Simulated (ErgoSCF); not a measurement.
# InCl3 (SMILES [Cl][In]([Cl])[Cl]), run twice

Aim: the energy of InCl3 at UHF/3-21G.

The results are computed with ErgoSCF 3.8.

6 further runs of the same task are left out: 1 that didn't finish, 5 set aside as unsound or not needed.

### 1 The structure to begin with

InCl3: 4 atoms, total charge 0, spin state singlet. SMILES: `[Cl][In]([Cl])[Cl]`. Geometry: relaxed at PBE0-D4/def2-TZVP.

Bond lengths: Cl1–In2 2.293 Å, In2–Cl3 2.293 Å, In2–Cl4 2.293 Å. Angles: Cl1–In2–Cl3 120.0°, Cl1–In2–Cl4 120.0°, Cl3–In2–Cl4 120.0°.

### 2 Try one

File input.xyz:

```xyz
4
Cl3In
Cl    -0.202900     0.521500     2.213600
In     0.014400    -0.014800    -0.005300
Cl     1.015900    -1.985200    -0.615300
Cl    -0.772000     1.418300    -1.613200
```

The run is started by

```
$ ergo -m input.xyz -e 'set_nthreads(1)' -e 'scf.max_number_of_iterations = 3' -e 'tmpdir = "."' -e 'charge = 0' -e 'basis = "3-21G"' -e 'scf.output_mulliken_pop = 1' -e 'scf.force_unrestricted = 1' -e 'scf.starting_guess_disturbance = 0.1' -e 'run "HF"'
```

Log:

```text
INMA ERGO version 3.8
INMA  max_number_of_iterations := 3
INMA  charge := 0
INMA  basis := 3-21G
INMA Basis really set to 3-21G
INMA  output_mulliken_pop := 1
INMA  force_unrestricted := 1
INMA  starting_guess_disturbance := 0.1
INMA running HF
INMA Running HF
INSC SCF_general constructor, number of basis functions: 70
INSC Min internuclear distance:      4.33302 a.u.  =      2.29293 Angstrom
INSC Max internuclear distance:      7.50585 a.u.  =      3.97193 Angstrom
INSC Euclidean norm of overlap matrix =          3.11378660239  (acc 1.49e-08)
INSC Euclidean norm of invCholFactor after truncation =          4.15919821720
INSC Beginning of SCF cycle 1
INSC nuclearEnergy, energy_2el, energy = 692.238911, 2365.994656, -6043.001306
INSC Energy   1 =      -6043.00130592789
INSC maxabs FDS-SDF (alpha) is      170
INSC maxabs FDS-SDF (beta ) is      151
INDE PURIFICATION CONVERGED after 61 iterations
INDE E(LUMO) - E(HOMO) >=          0.01424348257 =          0.38758490743 eV
INDE E(LUMO) - E(HOMO) <=          0.01648560334 =          0.44859612225 eV
INDE PURIFICATION CONVERGED after 57 iterations
INDE E(LUMO) - E(HOMO) >=          0.02928929227 =          0.79700224863 eV
INDE E(LUMO) - E(HOMO) <=          0.03664353789 =          0.99712146767 eV
INSC <S2>_exact =   0.000, <S2> =          1.83581824553
INSC Beginning of SCF cycle 2
INSC nuclearEnergy, energy_2el, energy = 692.238911, 3488.053429, -7077.792684
INSC Energy   2 =      -7077.79268371156
INSC maxabs FDS-SDF (alpha) is    0.354
INSC maxabs FDS-SDF (beta ) is    0.326
INSC using DIIS to get combined Fock matrix, number of iters used for DIIS:  2
INDE PURIFICATION CONVERGED after 48 iterations
INDE E(LUMO) - E(HOMO) >=          0.01017798895 =          0.27695718974 eV
INDE E(LUMO) - E(HOMO) <=          0.01228185944 =          0.33420642259 eV
INDE PURIFICATION CONVERGED after 47 iterations
INDE E(LUMO) - E(HOMO) >=          0.01348975697 =          0.36707498900 eV
INDE E(LUMO) - E(HOMO) <=          0.01635304066 =          0.44498890791 eV
INSC <S2>_exact =   0.000, <S2> =          0.16215547614
INSC Beginning of SCF cycle 3
INSC nuclearEnergy, energy_2el, energy = 692.238911, 3226.200184, -7058.888091
INSC Energy   3 =      -7058.88809084199  ( diff     18.904592869562293 )
INSC maxabs FDS-SDF (alpha) is    0.353
INSC maxabs FDS-SDF (beta ) is    0.404
TISC Main SCF loop took      4.19 usr cpu s       0.07 sys cpu s       4.26 wall s
INSC SCF: dipole_moment_x [atomic units] =      23.04717451
INSC SCF: dipole_moment_y [atomic units] =     -44.26966756
INSC SCF: dipole_moment_z [atomic units] =       7.76924789
INSC Sum of Mulliken charges (electrons):     100.0000000
INSC Mulliken charge of atom 0 =      -1.4904597
INSC Mulliken charge of atom 1 =       2.8295645
INSC Mulliken charge of atom 2 =       5.1359528
INSC Mulliken charge of atom 3 =      -6.4750576
INSC Sum of Mulliken atomic charges:      -0.0000000
INSC Mulliken spin density of atom 0 =       0.0047907
INSC Mulliken spin density of atom 1 =      -0.1666922
INSC Mulliken spin density of atom 2 =       0.0029948
INSC Mulliken spin density of atom 3 =       0.1589067
INSC Sum of Mulliken atomic spin densities:      -0.0000000
```

Wall time 4.8 s (1 thread of Intel Xeon Platinum 8375C at 2.90GHz (Ice Lake), shared host); peak memory 0.27 GiB.

### 3 What went wrong

The iterations ended before the threshold was met.

The fault: the iteration cap is too low for convergence. To mend it: raise the iteration cap from 3.

### 4 Second attempt

Edit input.xyz of step 2 so:

```diff
@@ -1,3 +1,3 @@
 4
-Cl3In
+
 Cl    -0.202900     0.521500     2.213600
```

The run is started by

```
$ ergo -m input.xyz -e 'set_nthreads("env")' -e 'spin_polarization = 0' -e 'basis = "3-21G"' -e 'scf.output_mulliken_pop = 1' -e 'scf.force_unrestricted = 1' -e 'scf.starting_guess_disturbance = 0.1' -e 'tmpdir = "."' -e 'scf.max_number_of_iterations = 150' -e 'run "HF"'
```

Log:

```text
[...]
INSC SCF_general constructor, number of basis functions: 70
[...]
INSC Energy   1 =      -6043.00130592789
[...]
INDE PURIFICATION CONVERGED after 61 iterations
[...]
INDE PURIFICATION CONVERGED after 57 iterations
[...]
INDE PURIFICATION CONVERGED after 29 iterations
[...]
INDE E(LUMO) - E(HOMO) <=          0.50098229073 =         13.63242268059 eV
[...]
INSC Energy  19 =      -7086.82042620988  ( diff     -0.000000000041837 )
[...]
RESC CONVERGED after  19 iterations.
RESC FINAL ENERGY:      -7086.82042620988
RESC FINAL <S2> =          0.00000000003
[...]
INSC SCF: dipole_moment_x [atomic units] =       0.00210697
INSC SCF: dipole_moment_y [atomic units] =       0.00091404
INSC SCF: dipole_moment_z [atomic units] =      -0.00119929
[...]
```

Run time: 32 s. Hardware: 1 thread of Intel Xeon Platinum 8375C at 2.90GHz (Ice Lake), shared host; peak memory 0.27 GiB.

### 5 Results

Level: UHF/3-21G.

```
     quantity           value
 total energy  -7086.82043 Eh
dipole moment          0.01 D
```

What this shows: Relativity is left out although the molecule holds a heavy atom.
